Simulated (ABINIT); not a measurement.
# TaF3 (Pm-3m) in ABINIT: further runs, part 2 of 2

ABINIT 10.8.3 (patched build). The steps go on from the part before.

## 3. Optical spectrum, LDA (cell relaxed at zero pressure by an earlier run)

File run.abi:

```
ndtset 3

pp_dirpath "./"
pseudos "Ta.upf, F.upf"

acell 3*1.0
rprim
     7.5852792737     0.0000000000     0.0000000000
     0.0000000000     7.5852792737     0.0000000000
     0.0000000000     0.0000000000     7.5852792737
ntypat 2
znucl 73 9
natom 4
typat 1 2 2 2
chkprim 0
chksymtnons 0
tolsym 1.0e-6
xred
            0.0            0.0            0.0
            0.0            0.0            1/2
            0.0            1/2            0.0
            1/2            0.0            0.0

ecut 42.0
ecutsm 0.5

ngkpt 8 8 8
nshiftk 1
shiftk 0.5 0.5 0.5
istwfk *1

ixc 7

occopt 3
tsmear 0.05 eV

nstep 80

iomode 3
prteig 0
prtebands 0

nband1 21
tolvrs1 1.0e-12
prtden1 1
prtwf1 0
kptopt1 1

iscf2 -3
getden2 1
nband2 33
nbdbuf2 4
tolwfr2 1.0e-12
nstep2 120
prtden2 0
kptopt2 1

optdriver3 8
wfk_task3 "wfk_optics_fullbz"
getwfk3 2
nband3 29
kptopt3 1
prtevk3 1
inclvkb3 2
```

File optic.abi:

```
&FILES
 ddkfile_1 = 'runo_DS3_1_EVK.nc',
 ddkfile_2 = 'runo_DS3_2_EVK.nc',
 ddkfile_3 = 'runo_DS3_3_EVK.nc',
 wfkfile = 'runo_DS3_WFK.nc'
/
&PARAMETERS
 broadening = 0.005512,
 domega = 0.002,
 maxomega = 0.8,
 scissor = 0.000000,
 tolerance = 0.002
/
&COMPUTATIONS
 num_lin_comp = 1,
 lin_comp = 11,
 num_nonlin_comp = 0
/
```

Potentials or basis: PseudoDojo NC SR LDA v0.4.1 standard.

Run with:

```bash
abinit run.abi > log 2>&1
optic optic.abi > optic.log 2>&1
```

run.abo:

```text
.Version 10.8.3 of ABINIT
 DATASET    1 : space group Pm -3 m (#221); Bravais cP (primitive cubic)
================================================================================
 Values of the parameters that define the memory need for DATASET  1.
     intxc =       0    ionmov =       0      iscf =       7    lmnmax =       8
     lnmax =       8     mgfft =      48  mpssoang =       4    mqgrid =    3001
     natom =       4  nloc_mem =       1    nspden =       1   nspinor =       1
    nsppol =       1      nsym =      48    n1xccc =    2501    ntypat =       2
    occopt =       3   xclevel =       1
       mpw =        5701          nfft =      110592          nkpt =          20
================================================================================
================================================================================
[... 13 lines left out ...]
 DATASET    3 : space group Pm -3 m (#221); Bravais cP (primitive cubic)
================================================================================
 Values of the parameters that define the memory need for DATASET  3.
     intxc =       0    ionmov =       0      iscf =       7    lmnmax =       8
     lnmax =       8     mgfft =      48  mpssoang =       4    mqgrid =    3001
     natom =       4  nloc_mem =       1    nspden =       1   nspinor =       1
    nsppol =       1      nsym =      48    n1xccc =    2501    ntypat =       2
    occopt =       3   xclevel =       1
       mpw =        5701          nfft =      110592          nkpt =          20
================================================================================
================================================================================
[... 454 lines left out ...]
================================================================================

 -outvars: echo values of variables after computation  --------
            acell      1.0000000000E+00  1.0000000000E+00  1.0000000000E+00 Bohr
           etotal1    -1.3899657993E+02
           etotal2    -1.3899657993E+02
           etotal3     0.0000000000E+00
            fcart1    -0.0000000000E+00 -0.0000000000E+00 -0.0000000000E+00
                      -0.0000000000E+00 -0.0000000000E+00 -0.0000000000E+00
                      -0.0000000000E+00 -0.0000000000E+00 -0.0000000000E+00
                      -0.0000000000E+00 -0.0000000000E+00 -0.0000000000E+00
            fcart3     0.0000000000E+00  0.0000000000E+00  0.0000000000E+00
                       0.0000000000E+00  0.0000000000E+00  0.0000000000E+00
                       0.0000000000E+00  0.0000000000E+00  0.0000000000E+00
                       0.0000000000E+00  0.0000000000E+00  0.0000000000E+00
            rprim      7.5852792737E+00  0.0000000000E+00  0.0000000000E+00
                       0.0000000000E+00  7.5852792737E+00  0.0000000000E+00
                       0.0000000000E+00  0.0000000000E+00  7.5852792737E+00
           strten1    -3.8190424731E-07 -3.8190424731E-07 -3.8190424731E-07
                       0.0000000000E+00  0.0000000000E+00  0.0000000000E+00
           strten3     0.0000000000E+00  0.0000000000E+00  0.0000000000E+00
                       0.0000000000E+00  0.0000000000E+00  0.0000000000E+00
           xangst      0.0000000000E+00  0.0000000000E+00  0.0000000000E+00
                       0.0000000000E+00  0.0000000000E+00  2.0069784636E+00
                       0.0000000000E+00  2.0069784636E+00  0.0000000000E+00
                       2.0069784636E+00  0.0000000000E+00  0.0000000000E+00
             xred      0.0000000000E+00  0.0000000000E+00  0.0000000000E+00
                       0.0000000000E+00  0.0000000000E+00  5.0000000000E-01
                       0.0000000000E+00  5.0000000000E-01  0.0000000000E+00
                       5.0000000000E-01  0.0000000000E+00  0.0000000000E+00
 Calculation completed.
```

It took 6.3 min on 1 thread of Arm Neoverse V1, shared host; peak memory 1.6 GiB.

Results:

```
Free energy : -3782.2896 eV
Pressure    : 0.0 GPa
```

Dielectric function (mean over the directions given):
```
energy (eV)  real part  imaginary part
       0.33      -7.38           11.95
       0.76      -0.84            1.44
       1.31       1.00            0.35
       1.74       1.52            0.17
       2.29       1.80            0.12
       2.83       1.90            0.12
       3.27       2.00            0.07
       3.81       2.07            0.06
       4.25       2.15            0.04
       4.79       2.24            0.04
       5.33       2.37            0.05
       5.77       2.42            0.10
       6.31       2.56            0.09
       6.75       2.77            0.20
       7.29       2.80            0.29
       7.84       3.19            0.31
       8.27       3.78            0.70
       8.82       3.25            2.47
       9.36       1.58            1.61
       9.80       2.39            1.38
      10.34       2.40            1.72
      10.78       2.51            1.76
      11.32       2.18            1.87
      11.86       2.56            2.68
      12.30       0.64            2.82
      12.84       0.38            1.78
      13.28       0.67            1.26
      13.82       0.47            1.93
      14.37       0.14            1.27
      14.80       0.57            0.83
      15.35       0.75            0.95
      15.89       0.85            1.01
      16.33       0.64            0.95
      16.87       0.82            0.97
      17.31       0.71            1.00
      17.85       0.73            0.89
      18.39       0.60            0.92
      18.83       0.58            0.74
      19.38       0.83            0.86
      19.92       0.50            0.88
```

Caveat: the intraband (Drude) term is left out; spectra need much finer meshes, so this one isn't converged; independent-particle spectra lack excitons. The run has no spin-orbit coupling, so splittings on Ta are missing.

## 4. Optical spectrum, PBE

Changes to run.abi since step 3:

```diff
@@ -7,5 +7,5 @@
 rprim
-     7.5852792737     0.0000000000     0.0000000000
-     0.0000000000     7.5852792737     0.0000000000
-     0.0000000000     0.0000000000     7.5852792737
+     7.3721995574     0.0000000000     0.0000000000
+     0.0000000000     7.3721995574     0.0000000000
+     0.0000000000     0.0000000000     7.3721995574
 ntypat 2
@@ -14,5 +14,2 @@
 typat 1 2 2 2
-chkprim 0
-chksymtnons 0
-tolsym 1.0e-6
 xred
@@ -23,4 +20,3 @@
 
-ecut 42.0
-ecutsm 0.5
+ecut 35.0
 
@@ -31,6 +27,6 @@
 
-ixc 7
+ixc 11
 
 occopt 3
-tsmear 0.05 eV
+tsmear 0.00183747
```

Changes to optic.abi since step 3:

```diff
@@ -7,3 +7,3 @@
 &PARAMETERS
- broadening = 0.005512,
+ broadening = 0.001837,
  domega = 0.002,
```

Potentials or basis: PseudoDojo NC SR PBE v0.4.1 standard.

Run with:

```bash
abinit run.abi > log 2>&1
optic optic.abi > optic.log 2>&1
```

run.abo:

```text
.Version 10.8.3 of ABINIT
 DATASET    1 : space group Pm -3 m (#221); Bravais cP (primitive cubic)
================================================================================
 Values of the parameters that define the memory need for DATASET  1.
     intxc =       0    ionmov =       0      iscf =       7    lmnmax =       8
     lnmax =       8     mgfft =      40  mpssoang =       4    mqgrid =    3001
     natom =       4  nloc_mem =       1    nspden =       1   nspinor =       1
    nsppol =       1      nsym =      48    n1xccc =    2501    ntypat =       2
    occopt =       3   xclevel =       2
       mpw =        3977          nfft =       64000          nkpt =          20
================================================================================
================================================================================
[... 13 lines left out ...]
 DATASET    3 : space group Pm -3 m (#221); Bravais cP (primitive cubic)
================================================================================
 Values of the parameters that define the memory need for DATASET  3.
[... 470 lines left out ...]
            fcart3     0.0000000000E+00  0.0000000000E+00  0.0000000000E+00
                       0.0000000000E+00  0.0000000000E+00  0.0000000000E+00
                       0.0000000000E+00  0.0000000000E+00  0.0000000000E+00
                       0.0000000000E+00  0.0000000000E+00  0.0000000000E+00
            rprim      7.3721995574E+00  0.0000000000E+00  0.0000000000E+00
                       0.0000000000E+00  7.3721995574E+00  0.0000000000E+00
                       0.0000000000E+00  0.0000000000E+00  7.3721995574E+00
           strten1    -7.7200372334E-04 -7.7200372334E-04 -7.7200372334E-04
                       0.0000000000E+00  0.0000000000E+00  0.0000000000E+00
           strten3     0.0000000000E+00  0.0000000000E+00  0.0000000000E+00
                       0.0000000000E+00  0.0000000000E+00  0.0000000000E+00
           xangst      0.0000000000E+00  0.0000000000E+00  0.0000000000E+00
                       0.0000000000E+00  0.0000000000E+00  1.9505999987E+00
                       0.0000000000E+00  1.9505999987E+00  0.0000000000E+00
                       1.9505999987E+00  0.0000000000E+00  0.0000000000E+00
             xred      0.0000000000E+00  0.0000000000E+00  0.0000000000E+00
                       0.0000000000E+00  0.0000000000E+00  5.0000000000E-01
                       0.0000000000E+00  5.0000000000E-01  0.0000000000E+00
                       5.0000000000E-01  0.0000000000E+00  0.0000000000E+00
 Calculation completed.
```

It took 4.9 min on 1 thread of AMD EPYC 7R43 (Zen 3), shared host; peak memory 1.1 GiB.

What came out:

```
Free energy : -3786.0857 eV
```

Dielectric function (mean over the directions given):
```csv
energy (eV),real part,imaginary part
0.33,-30.44,11.05
1.31,-0.19,0.30
2.29,1.40,0.04
3.37,1.87,0.07
4.35,2.03,0.05
5.44,2.21,0.01
6.42,2.41,0.05
7.51,2.48,0.26
8.49,3.16,0.09
9.58,2.28,2.18
10.56,2.40,0.86
11.65,1.94,1.30
12.63,2.81,2.08
13.71,0.52,1.68
14.69,0.69,1.50
15.78,0.69,0.76
16.76,0.80,0.70
17.85,0.77,1.24
18.83,0.28,1.05
19.92,0.55,0.65
```

Caveat: the cutoff is too short for stress, so the log's stress isn't used; the intraband (Drude) term is left out; spectra need much finer meshes, so this one isn't converged; independent-particle spectra lack excitons. The run has no spin-orbit coupling, so splittings on Ta are missing.
